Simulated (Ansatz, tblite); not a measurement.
**The cluster Zn₁₀H₂₈Se₁₀: one state, many levels**

How do method and basis change the picture of the cluster Zn₁₀H₂₈Se₁₀ (singlet)?

Method: as each input shows; program: Ansatz 0.2.0, Gaussian basis.

Levels to be run: GFN1-xTB, GFN2-xTB, PBE-D4/def2-TZVP, r2SCAN-D4/def2-TZVP, PBE-D4/def2-SVP, PBE0-D4/def2-SVP.

1 further run of the same task is left out (set aside as unsound or not needed).

### 1 The geometry

The singlet was relaxed beforehand with PBE-D4/def2-SVP, loosely relaxed.

48 atoms, charge 0, spin multiplicity 1.

Bond lengths: Zn1–Se12 2.709 Å, Zn1–Se13 2.691 Å, Zn1–H21 1.560 Å, Zn1–H29 1.658 Å, Zn2–Zn8 2.892 Å, Zn2–Se11 2.539 Å, Zn2–H23 1.566 Å, Zn2–H24 1.727 Å, Zn3–Se14 2.676 Å, Zn3–Se16 2.587 Å, Zn3–H25 1.699 Å, Zn3–H26 1.559 Å, Zn4–Se12 2.498 Å, Zn4–Se17 2.696 Å, Zn4–Se18 2.623 Å, Zn4–H27 1.569 Å, Zn5–Se14 2.811 Å, Zn5–Se19 2.609 Å and more. Angles: Se12–Zn1–Se13 86.2°, Se12–Zn1–H21 111.8°, Se12–Zn1–H29 92.4°, Se13–Zn1–H21 109.4°, Se13–Zn1–H29 105.9°, H21–Zn1–H29 138.0°, Zn8–Zn2–Se11 90.9°, Zn8–Zn2–H23 145.3°, Zn8–Zn2–H24 30.9°, Se11–Zn2–H23 122.8°, Se11–Zn2–H24 107.1°, H23–Zn2–H24 127.3°, Se14–Zn3–Se16 92.8°, Se14–Zn3–H25 98.0°, Se14–Zn3–H26 112.9°, Se16–Zn3–H25 93.5°, Se16–Zn3–H26 116.8°, H25–Zn3–H26 134.2° and more.

PBE0-D4/def2-TZVP was run before; its log isn't repeated, and its numbers join the tables.

### 2 GFN1-xTB

Tight binding, by tblite at 300 K electronic temperature and without a spin-polarisation term:

```python
tblite.interface.Calculator('GFN1-xTB', numbers, positions, charge=0, uhf=0).singlepoint()
```

Energy -1547.1989 eV, HOMO -8.81 eV, LUMO -6.22 eV; 0.16 s.

### 3 GFN2-xTB

Tight binding, by tblite at 300 K electronic temperature and without a spin-polarisation term:

```python
tblite.interface.Calculator('GFN2-xTB', numbers, positions, charge=0, uhf=0).singlepoint()
```

Energy -1410.2927 eV, HOMO -10.62 eV, LUMO -8.04 eV; 0.21 s.

### 4 PBE-D4/def2-TZVP

start.molden holds the orbitals of an earlier run on this state, given as this run's starting guess.

in.yaml

```yaml
crystal:
  periodic: [false, false, false]
  atoms:
    - {symbol: Zn, position_ang: [-3.698404, 1.520243, 0.993228]}
    - {symbol: Zn, position_ang: [-1.366497, -2.256995, 2.944390]}
    - {symbol: Zn, position_ang: [1.710148, -3.928020, -1.970989]}
    - {symbol: Zn, position_ang: [-1.277033, 2.517330, -2.682535]}
    - {symbol: Zn, position_ang: [2.989738, -1.972522, -3.390838]}
    - {symbol: Zn, position_ang: [-0.845711, -1.061331, -0.590049]}
    - {symbol: Zn, position_ang: [-1.212440, 1.617321, 2.556581]}
    - {symbol: Zn, position_ang: [1.227761, -1.300928, 2.095923]}
    - {symbol: Zn, position_ang: [2.925001, 0.975618, 0.839924]}
    - {symbol: Zn, position_ang: [4.117616, -1.438905, 0.342841]}
    - {symbol: Se, position_ang: [-1.951198, -2.909330, 0.561698]}
    - {symbol: Se, position_ang: [-2.420412, 0.793643, -1.282684]}
    - {symbol: Se, position_ang: [-2.696179, 3.979457, 0.557524]}
    - {symbol: Se, position_ang: [0.275891, -1.784330, -2.684028]}
    - {symbol: Se, position_ang: [-0.789680, 0.548265, 4.698821]}
    - {symbol: Se, position_ang: [2.109112, -3.025402, 0.420405]}
    - {symbol: Se, position_ang: [0.258325, 1.120211, -4.402539]}
    - {symbol: Se, position_ang: [0.824636, 3.147689, -1.244942]}
    - {symbol: Se, position_ang: [3.168798, -0.042523, -1.644017]}
    - {symbol: Se, position_ang: [0.398369, 0.534527, 0.766370]}
    - {symbol: H, position_ang: [-5.247137, 1.549546, 0.804409]}
    - {symbol: H, position_ang: [-4.862097, -1.607435, 2.145668]}
    - {symbol: H, position_ang: [-2.412028, -2.279286, 4.109512]}
    - {symbol: H, position_ang: [0.353548, -2.321232, 3.080430]}
    - {symbol: H, position_ang: [3.222318, -3.397976, -2.536045]}
    - {symbol: H, position_ang: [0.910210, -5.260772, -2.095190]}
    - {symbol: H, position_ang: [-2.019456, 3.691211, -3.411909]}
    - {symbol: H, position_ang: [3.257836, -1.495838, -4.850601]}
    - {symbol: H, position_ang: [-2.588459, 0.741310, 1.947373]}
    - {symbol: H, position_ang: [-0.999744, 3.184972, 2.243651]}
    - {symbol: H, position_ang: [1.976933, -0.429612, 3.683099]}
    - {symbol: H, position_ang: [3.465794, 2.424084, 1.028648]}
    - {symbol: H, position_ang: [5.604419, -1.904244, 0.387376]}
    - {symbol: H, position_ang: [3.296299, -0.505960, 1.644534]}
    - {symbol: H, position_ang: [-0.720949, -3.719292, 0.331837]}
    - {symbol: H, position_ang: [-4.277949, -1.244937, 2.492144]}
    - {symbol: H, position_ang: [-3.487594, 0.356161, -2.219604]}
    - {symbol: H, position_ang: [-3.113036, 4.640018, 1.816564]}
    - {symbol: H, position_ang: [-3.850492, 4.596115, -0.195403]}
    - {symbol: H, position_ang: [-0.731812, -2.750555, -3.192414]}
    - {symbol: H, position_ang: [1.226457, -0.145933, 3.980926]}
    - {symbol: H, position_ang: [0.004608, 1.739340, 5.119150]}
    - {symbol: H, position_ang: [2.649900, -4.126890, 1.253644]}
    - {symbol: H, position_ang: [-0.900575, 0.425170, -5.015913]}
    - {symbol: H, position_ang: [0.100670, 2.253705, -5.368073]}
    - {symbol: H, position_ang: [0.815476, 4.496362, -1.897087]}
    - {symbol: H, position_ang: [0.060006, 3.677620, -0.077217]}
    - {symbol: H, position_ang: [4.519044, 0.380309, -2.094610]}
basis:
  gaussian: {orbitals: def2-TZVP, fitting: {mean_field: def2-universal-jkfit}, initial_orbitals: start.molden}
hamiltonian: {xc: pbe, dispersion: d4}
scf: {omitted_lower_state_checks: [starts]}
output: {orbitals: {seedname: orbitals}}
```

Launch:

```bash
$ ansatz run in.yaml --threads 11 --pin off --events-out ev --progress --plain --max-ram 174080MiB --backend cuda --devices 0, --max-vram 75GiB
```

Further steps of the session: r2SCAN-D4/def2-TZVP; PBE-D4/def2-SVP; PBE0-D4/def2-SVP.

Before running them: what should the planned runs give, taken together? Wanted: gap in def2-TZVP, named functionals, smallest and largest; binding an atom, functionals in def2-TZVP; PBE0 total energy, smallest basis above largest.

**Answer**, as computed:

| quantity | value |
| --- | --- |
| gap in def2-TZVP, named functionals, smallest and largest | 2.87 eV (PBE-D4), 4.61 eV (PBE0-D4) |
| binding an atom, functionals in def2-TZVP | 2.16 (PBE0-D4) to 2.22 eV (r2SCAN-D4) |
| PBE0 total energy, smallest basis above largest | 149.16 eV (def2-SVP, def2-TZVP) |

In words: Over the named functionals in def2-TZVP the gap runs from 2.87 eV (PBE-D4) to 4.61 eV (PBE0-D4); exact exchange widens it.
